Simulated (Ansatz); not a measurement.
**Ru: an axial (c/a) deformation path**

One table from this session's results is given with a row withheld; the runs are named, their logs left out.

Program: Ansatz 0.2.0. Level of theory: DFT PBE, scalar-relativistic, plane waves, PAW. These are calculated values, not measurements.

### The system as given

The structure is hexagonal, space group P6_3/mmc (No. 194). Conventional cell: a = 2.706 Å, b = 2.706 Å, c = 4.282 Å, α = 90.00°, β = 90.00°, γ = 120.00°. Around Ru (site symmetry -6m2) lie 12 Ru at 2.65 to 2.71 Å.

Structure file:

```cif
data_structure
_symmetry_space_group_name_H-M 'P6_3/mmc'
_symmetry_Int_Tables_number 194
_cell_length_a 2.7058
_cell_length_b 2.7058
_cell_length_c 4.2819
_cell_angle_alpha 90.000
_cell_angle_beta 90.000
_cell_angle_gamma 120.000
_cell_volume 27.15
loop_
_atom_site_label
_atom_site_type_symbol
_atom_site_symmetry_multiplicity
_atom_site_Wyckoff_symbol
_atom_site_fract_x
_atom_site_fract_y
_atom_site_fract_z
_atom_site_occupancy
Ru1 Ru 2 c 0.33333 0.66667 0.25000 1
```

The structure comes from the Crystallography Open Database.

The first run:

Input file input.yaml:

```yaml
crystal:
  lattice:
    - [2.7057993342, 0.0, 0.0]
    - [-1.3528996671, 2.343290961, 0.0]
    - [0.0, 0.0, 4.2819]
  atoms:
    - { symbol: Ru, position: [0.3333333333, 0.6666666667, 0.25] }
    - { symbol: Ru, position: [0.6666666667, 0.3333333333, 0.75] }
basis:
  ecutwfc: 300.0
kpoints:
  mp_grid: { grid: [6, 6, 4] }
hamiltonian:
  xc: pbe
scf:
  occupations: { method: gaussian, width: 0.1 }
output:
  forces: true
  stress: true
  eigenvalues: true
```

Run with:

```console
$ ansatz run input.yaml --threads 1 --pin off --max-ram 2560MiB --backend cpu --events-out ev --progress --plain --runs-dir out
```

Steps of the session up to this table: A first look at the start; ρ = 0.850; At ρ = 1.200; At ρ = 0.920; Point ρ = 1.100; Point ρ = 0.960; ρ = 1.050; At ρ = 0.800; ρ = 1.300.

One table of the session follows, with a row left open; its other results are not shown here.

The scan, with free energies counted from the undisturbed cell:

```
    ρ  ΔE (meV/atom)  pressure (GPa)
0.800          539.9            22.4
0.850          314.1            15.1
0.920           93.3             7.6
0.960              ?               ?
1.000            0.0             3.8
1.050           32.1             4.2
1.100          130.8             6.4
1.200          458.1            16.2
1.300          860.7            29.9
```

Estimate the missing values for ρ = 0.960.

Worked estimate for «ΔE (meV/atom)». A straight line through the neighbours (0.920, 93.3) and (1.000, 0.0) gives 93.3 + (0.0 − 93.3) × (0.960 − 0.920) / (1.000 − 0.920) = 46.7; a parabola fitted to 4 rows on both sides gives 25.1.

As computed: ΔE (meV/atom): 25.0; pressure (GPa): 4.9. In «ΔE (meV/atom)» the line misses by +21.7 and the parabola by +0.1.

To keep in mind: Warnings in the runs' records: cutoff below recommended.
